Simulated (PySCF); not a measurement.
# A gas-phase reaction: FGeH3S3 + H2O → GeH4OS3 + FH

What reaction energy should one expect for `[F][Ge]([SH])([SH])[SH]` + `O` → `[OH][Ge]([SH])([SH])[SH]` + `F`?

Computed with PySCF 2.14.0; each step states its level. No surroundings beyond the atoms listed, unless a continuum is named. Atoms count from 0, parts from 1.

## (1) Starting point

Each species was relaxed by itself at GFN2-xTB.

## (2) Energies of the species: PBE0-D3(BJ)/def2-SVPD

The job: settings as JSON, then the geometry in Å.

```
{"job": {"kind": "react", "xc": "PBE0", "basis": "def2-SVPD", "disp": "d3bj"}, "charge": 0, "multiplicity": 1}
-1 FGeH3S3 charge 0 multiplicity 1
F     -1.585080     0.126690    -0.312580
Ge     0.232180    -0.013060    -0.180630
S      0.485580     0.087660     2.069120
S      0.719090    -1.982880    -1.140850
S      1.090260     1.730260    -1.298750
H     -0.819220    -0.027570     2.277480
H     -0.431180    -2.520750    -0.748030
H      0.308360     2.599650    -0.665770

-1 H2O charge 0 multiplicity 1
O     -0.002560     0.379350    -0.006730
H     -0.770770    -0.195060     0.001970
H      0.773330    -0.184290     0.004770

+1 GeH4OS3 charge 0 multiplicity 1
O      1.312580    -0.196680     1.296430
Ge     0.043850    -0.027820     0.099520
S      1.196820     0.388750    -1.781320
S     -1.278760     1.701810     0.729530
S     -1.088270    -1.989630     0.062650
H      1.063230    -0.379970     2.200970
H      2.345050     0.249900    -1.140820
H     -1.753040     1.910400    -0.490780
H     -1.841470    -1.656760    -0.976180

+1 FH charge 0 multiplicity 1
F      0.466210    -0.003350    -0.003860
H     -0.466210     0.003350     0.003860
```

Level: PBE0-D3(BJ)/def2-SVPD reaction energy of separated species, gas phase.

Launch:

```console
OMP_NUM_THREADS=1 python cluster_run.py task.json out
```

One launch serves the whole session: the jobs run in the order shown.

The program printed:

```text
species 1 (FGeH3S3)
coarse grid: 39080 points
cycle   1  E = -3371.7754350760  dE = -3.379e-01  |g| = 7.528e-01  |ddm| = 3.567e+00
cycle   2  E = -3371.5672795335  dE =  2.082e-01  |g| = 1.354e+00  |ddm| = 2.357e+00
cycle   3  E = -3371.8788263720  dE = -3.115e-01  |g| = 1.514e-01  |ddm| = 1.398e+00
cycle   4  E = -3371.8832635565  dE = -4.437e-03  |g| = 4.346e-02  |ddm| = 2.560e-01
cycle   5  E = -3371.8835968922  dE = -3.333e-04  |g| = 1.179e-02  |ddm| = 6.845e-02
cycle   6  E = -3371.8836449897  dE = -4.810e-05  |g| = 2.003e-03  |ddm| = 2.626e-02
cycle   7  E = -3371.8836461328  dE = -1.143e-06  |g| = 5.392e-04  |ddm| = 4.056e-03
final grid: 76000 points
cycle   8  E = -3371.8836723360  dE = -4.613e-08  |g| = 5.008e-04  |ddm| = 2.792e-03
cycle   9  E = -3371.8836723137  dE =  2.230e-08  |g| = 5.850e-04  |ddm| = 2.066e-03
cycle  10  E = -3371.8836724201  dE = -1.064e-07  |g| = 1.223e-04  |ddm| = 1.109e-03
cycle  11  E = -3371.8836724229  dE = -2.829e-09  |g| = 1.732e-05  |ddm| = 1.346e-04
cycle  12  E = -3371.8836724229  dE = -5.366e-11  |g| = 3.788e-06  |ddm| = 2.240e-05
converged SCF energy = -3371.8836724229

species 2 (H2O)
coarse grid: 2328 points
cycle   1  E = -76.2117623254  dE = -1.644e-02  |g| = 6.006e-01  |ddm| = 1.366e+00
cycle   2  E = -76.1153486588  dE =  9.641e-02  |g| = 9.298e-01  |ddm| = 8.551e-01
cycle   3  E = -76.2809020013  dE = -1.656e-01  |g| = 2.876e-02  |ddm| = 5.134e-01
cycle   4  E = -76.2810646029  dE = -1.626e-04  |g| = 4.251e-03  |ddm| = 1.907e-02
cycle   5  E = -76.2810676512  dE = -3.048e-06  |g| = 5.690e-04  |ddm| = 2.385e-03
final grid: 21952 points
cycle   6  E = -76.2955840128  dE = -7.663e-06  |g| = 3.564e-03  |ddm| = 1.275e-02
cycle   7  E = -76.2955814122  dE =  2.601e-06  |g| = 5.186e-03  |ddm| = 4.990e-03
cycle   8  E = -76.2955863230  dE = -4.911e-06  |g| = 5.641e-05  |ddm| = 2.865e-03
cycle   9  E = -76.2955863239  dE = -9.218e-10  |g| = 4.881e-06  |ddm| = 5.995e-05
converged SCF energy = -76.2955863239

species 3 (GeH4OS3)
coarse grid: 41432 points
cycle   1  E = -3347.7550423925  dE = -1.859e-01  |g| = 8.366e-01  |ddm| = 3.825e+00
cycle   2  E = -3347.5020676009  dE =  2.530e-01  |g| = 1.421e+00  |ddm| = 3.339e+00
cycle   3  E = -3347.8844667600  dE = -3.824e-01  |g| = 1.452e-01  |ddm| = 2.205e+00
cycle   4  E = -3347.8888861046  dE = -4.419e-03  |g| = 5.253e-02  |ddm| = 2.730e-01
cycle   5  E = -3347.8893509082  dE = -4.648e-04  |g| = 1.452e-02  |ddm| = 7.517e-02
cycle   6  E = -3347.8894120718  dE = -6.116e-05  |g| = 2.734e-03  |ddm| = 2.657e-02
cycle   7  E = -3347.8894143541  dE = -2.282e-06  |g| = 4.702e-04  |ddm| = 4.294e-03
final grid: 80976 points
cycle   8  E = -3347.8894259712  dE = -5.314e-08  |g| = 4.337e-04  |ddm| = 4.058e-03
cycle   9  E = -3347.8894259437  dE =  2.749e-08  |g| = 5.416e-04  |ddm| = 1.400e-03
cycle  10  E = -3347.8894260217  dE = -7.794e-08  |g| = 1.134e-04  |ddm| = 8.223e-04
cycle  11  E = -3347.8894260237  dE = -2.010e-09  |g| = 1.195e-05  |ddm| = 1.492e-04
cycle  12  E = -3347.8894260237  dE = -4.457e-11  |g| = 5.258e-06  |ddm| = 2.230e-05
converged SCF energy = -3347.8894260237

species 4 (FH)
coarse grid: 1712 points
cycle   1  E = -100.2352805693  dE = -5.799e-02  |g| = 4.337e-01  |ddm| = 9.690e-01
cycle   2  E = -100.2056099236  dE =  2.967e-02  |g| = 6.286e-01  |ddm| = 5.879e-01
cycle   3  E = -100.2687877122  dE = -6.318e-02  |g| = 2.348e-02  |ddm| = 3.302e-01
cycle   4  E = -100.2688750144  dE = -8.730e-05  |g| = 2.561e-03  |ddm| = 1.547e-02
cycle   5  E = -100.2688759328  dE = -9.184e-07  |g| = 2.362e-04  |ddm| = 1.243e-03
final grid: 16976 points
cycle   6  E = -100.2786316842  dE = -9.151e-06  |g| = 2.371e-03  |ddm| = 9.381e-03
cycle   7  E = -100.2786309384  dE =  7.458e-07  |g| = 3.265e-03  |ddm| = 2.677e-03
cycle   8  E = -100.2786326107  dE = -1.672e-06  |g| = 4.153e-05  |ddm| = 1.687e-03
cycle   9  E = -100.2786326111  dE = -3.842e-10  |g| = 8.603e-06  |ddm| = 3.888e-05
converged SCF energy = -100.2786326111

Reaction energy = 6.351 kcal/mol
```

Wall time 14 s (1 thread of Intel Xeon 6975P-C, shared host); peak memory 0.61 GiB.

Species by species (with the dispersion term, which the log's SCF energies lack):

```
 ν                   species  energy (Eh)  HOMO (eV)
-1   [F][Ge]([SH])([SH])[SH]  -3371.89250      -7.80
-1                         O    -76.29586      -9.12
+1  [OH][Ge]([SH])([SH])[SH]  -3347.89953      -7.38
+1                         F   -100.27872     -11.89
```

## (3) Energies of the species: PW6B95-D3(BJ)/def2-SVPD

Settings changed since step 2:

```diff
@@ -1,2 +1,2 @@
-{"job": {"kind": "react", "xc": "PBE0", "basis": "def2-SVPD", "disp": "d3bj"}, "charge": 0, "multiplicity": 1}
+{"job": {"kind": "react", "xc": "PW6B95", "basis": "def2-SVPD", "disp": "d3bj"}, "charge": 0, "multiplicity": 1}
 -1 FGeH3S3 charge 0 multiplicity 1
```

Method: PW6B95-D3(BJ)/def2-SVPD reaction energy of separated species, gas phase.

The program printed:

```text
species 1 (FGeH3S3)
coarse grid: 39080 points
cycle   1  E = -3374.6082233269  dE = -3.225e-01  |g| = 7.739e-01  |ddm| = 3.523e+00
cycle   2  E = -3374.3821513448  dE =  2.261e-01  |g| = 1.407e+00  |ddm| = 2.380e+00
cycle   3  E = -3374.7220940897  dE = -3.399e-01  |g| = 1.517e-01  |ddm| = 1.418e+00
cycle   4  E = -3374.7268369675  dE = -4.743e-03  |g| = 4.694e-02  |ddm| = 2.709e-01
cycle   5  E = -3374.7272339769  dE = -3.970e-04  |g| = 1.201e-02  |ddm| = 7.048e-02
cycle   6  E = -3374.7272821593  dE = -4.818e-05  |g| = 2.185e-03  |ddm| = 2.652e-02
cycle   7  E = -3374.7272835290  dE = -1.370e-06  |g| = 5.636e-04  |ddm| = 4.158e-03
final grid: 76000 points
cycle   8  E = -3374.7272340049  dE = -1.245e-07  |g| = 5.149e-04  |ddm| = 4.443e-03
cycle   9  E = -3374.7272340107  dE = -5.815e-09  |g| = 5.196e-04  |ddm| = 1.831e-03
cycle  10  E = -3374.7272340863  dE = -7.558e-08  |g| = 1.401e-04  |ddm| = 8.864e-04
cycle  11  E = -3374.7272340901  dE = -3.746e-09  |g| = 1.514e-05  |ddm| = 1.375e-04
cycle  12  E = -3374.7272340901  dE = -6.503e-11  |g| = 3.574e-06  |ddm| = 2.492e-05
converged SCF energy = -3374.7272340901

species 2 (H2O)
coarse grid: 10128 points
cycle   1  E = -76.3804234123  dE = -1.065e-02  |g| = 6.331e-01  |ddm| = 1.376e+00
cycle   2  E = -76.2692591989  dE =  1.112e-01  |g| = 9.877e-01  |ddm| = 8.913e-01
cycle   3  E = -76.4572008637  dE = -1.879e-01  |g| = 3.103e-02  |ddm| = 5.385e-01
cycle   4  E = -76.4573923646  dE = -1.915e-04  |g| = 4.797e-03  |ddm| = 1.994e-02
cycle   5  E = -76.4573962796  dE = -3.915e-06  |g| = 5.805e-04  |ddm| = 2.701e-03
final grid: 21952 points
cycle   6  E = -76.4574196614  dE =  6.814e-08  |g| = 9.250e-04  |ddm| = 8.623e-04
cycle   7  E = -76.4574194744  dE =  1.869e-07  |g| = 1.372e-03  |ddm| = 1.254e-03
cycle   8  E = -76.4574198179  dE = -3.435e-07  |g| = 3.954e-06  |ddm| = 7.429e-04
cycle   9  E = -76.4574198179  dE = -5.627e-12  |g| = 1.137e-06  |ddm| = 4.051e-06
converged SCF energy = -76.4574198179

species 3 (GeH4OS3)
coarse grid: 41432 points
cycle   1  E = -3350.5489647694  dE = -1.650e-01  |g| = 8.617e-01  |ddm| = 3.779e+00
cycle   2  E = -3350.2727689812  dE =  2.762e-01  |g| = 1.476e+00  |ddm| = 3.421e+00
cycle   3  E = -3350.6912483828  dE = -4.185e-01  |g| = 1.487e-01  |ddm| = 2.271e+00
cycle   4  E = -3350.6960155407  dE = -4.767e-03  |g| = 5.693e-02  |ddm| = 2.903e-01
cycle   5  E = -3350.6965940156  dE = -5.785e-04  |g| = 1.523e-02  |ddm| = 8.068e-02
cycle   6  E = -3350.6966593990  dE = -6.538e-05  |g| = 2.827e-03  |ddm| = 2.826e-02
cycle   7  E = -3350.6966617642  dE = -2.365e-06  |g| = 4.819e-04  |ddm| = 4.188e-03
final grid: 80976 points
cycle   8  E = -3350.6966398528  dE = -9.590e-08  |g| = 5.219e-04  |ddm| = 4.483e-03
cycle   9  E = -3350.6966398158  dE =  3.705e-08  |g| = 6.581e-04  |ddm| = 1.604e-03
cycle  10  E = -3350.6966399202  dE = -1.044e-07  |g| = 1.361e-04  |ddm| = 9.453e-04
cycle  11  E = -3350.6966399233  dE = -3.044e-09  |g| = 1.419e-05  |ddm| = 1.749e-04
cycle  12  E = -3350.6966399233  dE = -5.366e-11  |g| = 6.427e-06  |ddm| = 2.734e-05
converged SCF energy = -3350.6966399233

species 4 (FH)
coarse grid: 7776 points
cycle   1  E = -100.4381071411  dE = -5.709e-02  |g| = 4.619e-01  |ddm| = 9.709e-01
cycle   2  E = -100.4031459339  dE =  3.496e-02  |g| = 6.761e-01  |ddm| = 6.214e-01
cycle   3  E = -100.4759274953  dE = -7.278e-02  |g| = 2.429e-02  |ddm| = 3.501e-01
cycle   4  E = -100.4760211396  dE = -9.364e-05  |g| = 2.836e-03  |ddm| = 1.546e-02
cycle   5  E = -100.4760223113  dE = -1.172e-06  |g| = 2.930e-04  |ddm| = 1.322e-03
final grid: 16976 points
cycle   6  E = -100.4760265353  dE =  6.026e-09  |g| = 4.653e-04  |ddm| = 3.919e-04
cycle   7  E = -100.4760265039  dE =  3.136e-08  |g| = 6.461e-04  |ddm| = 5.714e-04
cycle   8  E = -100.4760265691  dE = -6.522e-08  |g| = 2.983e-06  |ddm| = 3.271e-04
cycle   9  E = -100.4760265691  dE = -2.785e-12  |g| = 9.452e-07  |ddm| = 3.801e-06
converged SCF energy = -100.4760265691

Reaction energy = 7.056 kcal/mol
```

It took 21 s on 1 thread of Intel Xeon 6975P-C, shared host; peak memory 0.6 GiB.

Reaction energy at this level: 7.06 kcal/mol.

## (4) Reaction energy: PBE-D4/cc-pVTZ

Settings changed since step 3:

```diff
@@ -1,2 +1,2 @@
-{"job": {"kind": "react", "xc": "PW6B95", "basis": "def2-SVPD", "disp": "d3bj"}, "charge": 0, "multiplicity": 1}
+{"job": {"kind": "react", "xc": "PBE", "basis": "cc-pVTZ", "disp": "d4", "grid": 3, "scf": {"guess": "minao"}}, "charge": 0, "multiplicity": 1}
 -1 FGeH3S3 charge 0 multiplicity 1
```

With the program's defaults for keys left out, this is: PBE-D4/cc-pVTZ reaction energy of separated species, gas phase.

The program printed:

```text
species 1 (FGeH3S3)
final grid: 120968 points
cycle   1  E = -3372.4012622975  dE = -1.919e-01  |g| = 9.859e-01  |ddm| = 4.770e+00
cycle   2  E = -3371.5472027918  dE =  8.541e-01  |g| = 2.443e+00  |ddm| = 3.195e+00
cycle   3  E = -3372.5173316477  dE = -9.701e-01  |g| = 4.513e-01  |ddm| = 2.455e+00
cycle   4  E = -3372.5520591470  dE = -3.473e-02  |g| = 1.444e-01  |ddm| = 6.782e-01
cycle   5  E = -3372.5549972268  dE = -2.938e-03  |g| = 6.694e-02  |ddm| = 2.494e-01
cycle   6  E = -3372.5564281085  dE = -1.431e-03  |g| = 1.697e-02  |ddm| = 1.097e-01
cycle   7  E = -3372.5564818428  dE = -5.373e-05  |g| = 6.168e-03  |ddm| = 1.978e-02
cycle   8  E = -3372.5564922784  dE = -1.044e-05  |g| = 6.680e-04  |ddm| = 8.240e-03
cycle   9  E = -3372.5564923527  dE = -7.431e-08  |g| = 2.726e-04  |ddm| = 1.211e-03
cycle  10  E = -3372.5564923764  dE = -2.365e-08  |g| = 1.068e-04  |ddm| = 6.138e-04
cycle  11  E = -3372.5564923793  dE = -2.955e-09  |g| = 2.010e-05  |ddm| = 1.768e-04
cycle  12  E = -3372.5564923794  dE = -7.367e-11  |g| = 6.112e-06  |ddm| = 3.327e-05
converged SCF energy = -3372.5564923794

species 2 (H2O)
final grid: 33704 points
cycle   1  E = -76.2629278041  dE =  6.320e-02  |g| = 7.972e-01  |ddm| = 3.255e+00
cycle   2  E = -75.9709882262  dE =  2.919e-01  |g| = 1.480e+00  |ddm| = 2.321e+00
cycle   3  E = -76.3723700282  dE = -4.014e-01  |g| = 3.955e-02  |ddm| = 1.538e+00
cycle   4  E = -76.3726860168  dE = -3.160e-04  |g| = 8.250e-03  |ddm| = 5.028e-02
cycle   5  E = -76.3726960258  dE = -1.001e-05  |g| = 1.451e-03  |ddm| = 8.230e-03
cycle   6  E = -76.3726964379  dE = -4.120e-07  |g| = 7.638e-05  |ddm| = 1.645e-03
cycle   7  E = -76.3726964393  dE = -1.398e-09  |g| = 4.609e-06  |ddm| = 1.170e-04
cycle   8  E = -76.3726964393  dE = -5.798e-12  |g| = 4.012e-07  |ddm| = 1.204e-05
converged SCF energy = -76.3726964393

species 3 (GeH4OS3)
final grid: 130600 points
cycle   1  E = -3348.3206699619  dE = -3.233e-02  |g| = 1.130e+00  |ddm| = 5.356e+00
cycle   2  E = -3347.1948814009  dE =  1.126e+00  |g| = 2.575e+00  |ddm| = 3.701e+00
cycle   3  E = -3348.4892773178  dE = -1.294e+00  |g| = 4.295e-01  |ddm| = 2.852e+00
cycle   4  E = -3348.5264432366  dE = -3.717e-02  |g| = 1.610e-01  |ddm| = 7.320e-01
cycle   5  E = -3348.5298398523  dE = -3.397e-03  |g| = 7.502e-02  |ddm| = 2.691e-01
cycle   6  E = -3348.5315448916  dE = -1.705e-03  |g| = 1.786e-02  |ddm| = 1.286e-01
cycle   7  E = -3348.5316290793  dE = -8.419e-05  |g| = 4.342e-03  |ddm| = 2.528e-02
cycle   8  E = -3348.5316344774  dE = -5.398e-06  |g| = 8.714e-04  |ddm| = 6.262e-03
cycle   9  E = -3348.5316346587  dE = -1.813e-07  |g| = 2.525e-04  |ddm| = 1.333e-03
cycle  10  E = -3348.5316346742  dE = -1.546e-08  |g| = 1.187e-04  |ddm| = 4.923e-04
cycle  11  E = -3348.5316346785  dE = -4.336e-09  |g| = 3.913e-05  |ddm| = 2.329e-04
cycle  12  E = -3348.5316346789  dE = -3.597e-10  |g| = 1.197e-05  |ddm| = 7.504e-05
converged SCF energy = -3348.5316346789

species 4 (FH)
final grid: 24072 points
cycle   1  E = -100.3361072021  dE =  1.603e-03  |g| = 5.548e-01  |ddm| = 2.241e+00
cycle   2  E = -100.2319859148  dE =  1.041e-01  |g| = 1.034e+00  |ddm| = 1.496e+00
cycle   3  E = -100.3837835352  dE = -1.518e-01  |g| = 1.862e-02  |ddm| = 9.248e-01
cycle   4  E = -100.3838298904  dE = -4.636e-05  |g| = 6.006e-03  |ddm| = 2.690e-02
cycle   5  E = -100.3838343439  dE = -4.454e-06  |g| = 7.917e-04  |ddm| = 5.572e-03
cycle   6  E = -100.3838344394  dE = -9.553e-08  |g| = 2.376e-05  |ddm| = 7.676e-04
cycle   7  E = -100.3838344395  dE = -8.362e-11  |g| = 9.078e-07  |ddm| = 2.120e-05
converged SCF energy = -100.3838344395

Reaction energy = 7.867 kcal/mol
```

Wall time 60 s (1 thread of Intel Xeon 6975P-C, shared host); peak memory 0.48 GiB.

Reaction energy at this level: 7.87 kcal/mol.

## (5) Energies of the species: PBE/def2-SVP

Settings changed since step 4:

```diff
@@ -1,2 +1,2 @@
-{"job": {"kind": "react", "xc": "PBE", "basis": "cc-pVTZ", "disp": "d4", "grid": 3, "scf": {"guess": "minao"}}, "charge": 0, "multiplicity": 1}
+{"job": {"kind": "react", "xc": "PBE", "basis": "def2-SVP", "scf": {"guess": "sap"}}, "charge": 0, "multiplicity": 1}
 -1 FGeH3S3 charge 0 multiplicity 1
```

Method: PBE/def2-SVP reaction energy of separated species, gas phase.

The program printed:

```text
species 1 (FGeH3S3)
final grid: 76000 points
cycle   1  E = -3370.8198261505  dE =  3.607e-01  |g| = 1.705e+00  |ddm| = 3.475e+00
cycle   2  E = -3367.5460895309  dE =  3.274e+00  |g| = 3.567e+00  |ddm| = 6.104e+00
cycle   3  E = -3371.6241288900  dE = -4.078e+00  |g| = 7.162e-01  |ddm| = 4.889e+00
cycle   4  E = -3371.6757152652  dE = -5.159e-02  |g| = 3.603e-01  |ddm| = 8.828e-01
cycle   5  E = -3371.6977136008  dE = -2.200e-02  |g| = 1.259e-01  |ddm| = 4.474e-01
cycle   6  E = -3371.7008390943  dE = -3.125e-03  |g| = 2.744e-02  |ddm| = 1.344e-01
cycle   7  E = -3371.7010200237  dE = -1.809e-04  |g| = 7.673e-03  |ddm| = 3.573e-02
cycle   8  E = -3371.7010340904  dE = -1.407e-05  |g| = 3.801e-03  |ddm| = 1.725e-02
cycle   9  E = -3371.7010389602  dE = -4.870e-06  |g| = 6.679e-04  |ddm| = 6.602e-03
cycle  10  E = -3371.7010390766  dE = -1.164e-07  |g| = 2.040e-04  |ddm| = 1.242e-03
cycle  11  E = -3371.7010390904  dE = -1.375e-08  |g| = 6.975e-05  |ddm| = 3.943e-04
cycle  12  E = -3371.7010390920  dE = -1.589e-09  |g| = 2.049e-05  |ddm| = 1.343e-04
cycle  13  E = -3371.7010390921  dE = -1.073e-10  |g| = 9.321e-06  |ddm| = 4.223e-05
converged SCF energy = -3371.7010390921

species 2 (H2O)
final grid: 21952 points
cycle   1  E = -75.6182669545  dE =  4.266e-01  |g| = 1.791e+00  |ddm| = 2.095e+00
cycle   2  E = -74.9999898765  dE =  6.183e-01  |g| = 2.552e+00  |ddm| = 2.867e+00
cycle   3  E = -76.2682739603  dE = -1.268e+00  |g| = 1.160e-01  |ddm| = 1.553e+00
cycle   4  E = -76.2716738671  dE = -3.400e-03  |g| = 1.247e-02  |ddm| = 1.142e-01
cycle   5  E = -76.2716996552  dE = -2.579e-05  |g| = 2.681e-03  |ddm| = 7.071e-03
cycle   6  E = -76.2717008162  dE = -1.161e-06  |g| = 4.343e-04  |ddm| = 1.413e-03
cycle   7  E = -76.2717008483  dE = -3.211e-08  |g| = 1.120e-04  |ddm| = 2.694e-04
cycle   8  E = -76.2717008506  dE = -2.256e-09  |g| = 1.071e-05  |ddm| = 6.424e-05
cycle   9  E = -76.2717008506  dE = -2.109e-11  |g| = 7.030e-07  |ddm| = 6.658e-06
converged SCF energy = -76.2717008506

species 3 (GeH4OS3)
final grid: 80976 points
cycle   1  E = -3341.4968243410  dE =  5.377e+00  |g| = 3.845e+00  |ddm| = 9.309e+00
cycle   2  E = -3300.0649925139  dE =  4.143e+01  |g| = 1.053e+01  |ddm| = 2.168e+01
cycle   3  E = -3338.2546238334  dE = -3.819e+01  |g| = 5.106e+00  |ddm| = 1.798e+01
cycle   4  E = -3346.8369711850  dE = -8.582e+00  |g| = 1.940e+00  |ddm| = 5.978e+00
cycle   5  E = -3346.6475256892  dE =  1.894e-01  |g| = 1.694e+00  |ddm| = 3.830e+00
cycle   6  E = -3347.6398292166  dE = -9.923e-01  |g| = 4.785e-01  |ddm| = 3.366e+00
cycle   7  E = -3347.6911854138  dE = -5.136e-02  |g| = 1.919e-01  |ddm| = 7.901e-01
cycle   8  E = -3347.7005182773  dE = -9.333e-03  |g| = 8.110e-02  |ddm| = 3.311e-01
cycle   9  E = -3347.7022994760  dE = -1.781e-03  |g| = 2.096e-02  |ddm| = 1.362e-01
cycle  10  E = -3347.7024307356  dE = -1.313e-04  |g| = 5.327e-03  |ddm| = 3.553e-02
cycle  11  E = -3347.7024373321  dE = -6.597e-06  |g| = 1.413e-03  |ddm| = 6.716e-03
cycle  12  E = -3347.7024379346  dE = -6.025e-07  |g| = 2.640e-04  |ddm| = 2.100e-03
cycle  13  E = -3347.7024379486  dE = -1.405e-08  |g| = 1.259e-04  |ddm| = 5.758e-04
cycle  14  E = -3347.7024379545  dE = -5.875e-09  |g| = 1.804e-05  |ddm| = 2.409e-04
cycle  15  E = -3347.7024379545  dE = -3.274e-11  |g| = 1.649e-05  |ddm| = 4.842e-05
converged SCF energy = -3347.7024379545

species 4 (FH)
final grid: 16976 points
cycle   1  E = -100.1711018328  dE =  4.491e-02  |g| = 7.371e-01  |ddm| = 6.273e-01
cycle   2  E = -100.0777234520  dE =  9.338e-02  |g| = 1.061e+00  |ddm| = 9.402e-01
cycle   3  E = -100.2540917540  dE = -1.764e-01  |g| = 1.325e-02  |ddm| = 5.629e-01
cycle   4  E = -100.2541193796  dE = -2.763e-05  |g| = 3.141e-03  |ddm| = 7.252e-03
cycle   5  E = -100.2541206126  dE = -1.233e-06  |g| = 7.454e-04  |ddm| = 1.599e-03
cycle   6  E = -100.2541207096  dE = -9.696e-08  |g| = 5.025e-05  |ddm| = 5.163e-04
cycle   7  E = -100.2541207101  dE = -4.899e-10  |g| = 1.654e-06  |ddm| = 4.407e-05
converged SCF energy = -100.2541207101

Reaction energy = 10.154 kcal/mol
```

Run time: 16 s. Hardware: 1 thread of Intel Xeon 6975P-C, shared host; peak memory 0.43 GiB.

Reaction energy at this level: 10.15 kcal/mol.

## (6) Comparing the runs

Energies in kcal/mol, with wall time:

```
                    run  reaction  time
  PBE0-D3(BJ)/def2-SVPD      6.35  14 s
PW6B95-D3(BJ)/def2-SVPD      7.06  21 s
         PBE-D4/cc-pVTZ      7.87  60 s
           PBE/def2-SVP     10.15  16 s
```

## (7) What came out

| quantity | value |
| --- | --- |
| reaction energy (PBE0-D3(BJ)/def2-SVPD) | 6.35 kcal/mol |
| ΔH, ΔG at 298 K (xTB thermal terms) | +6.7, +6.3 kcal/mol |
| range of the reaction energy over the runs of this table | 6.35 to 10.15 kcal/mol |

What this shows: The reaction is endothermic by 6.7 kcal/mol in the gas phase; dispersion gives -0.68, and xTB itself gave 14.92 for the electronic energy (xTB energies and thermal terms come from the earlier relaxation of each species, not shown). No barrier was sought. The reaction energy runs from 6.35 (PBE0-D3(BJ)/def2-SVPD) to 10.15 kcal/mol (PBE/def2-SVP). Some runs hold a dispersion term and some don't.
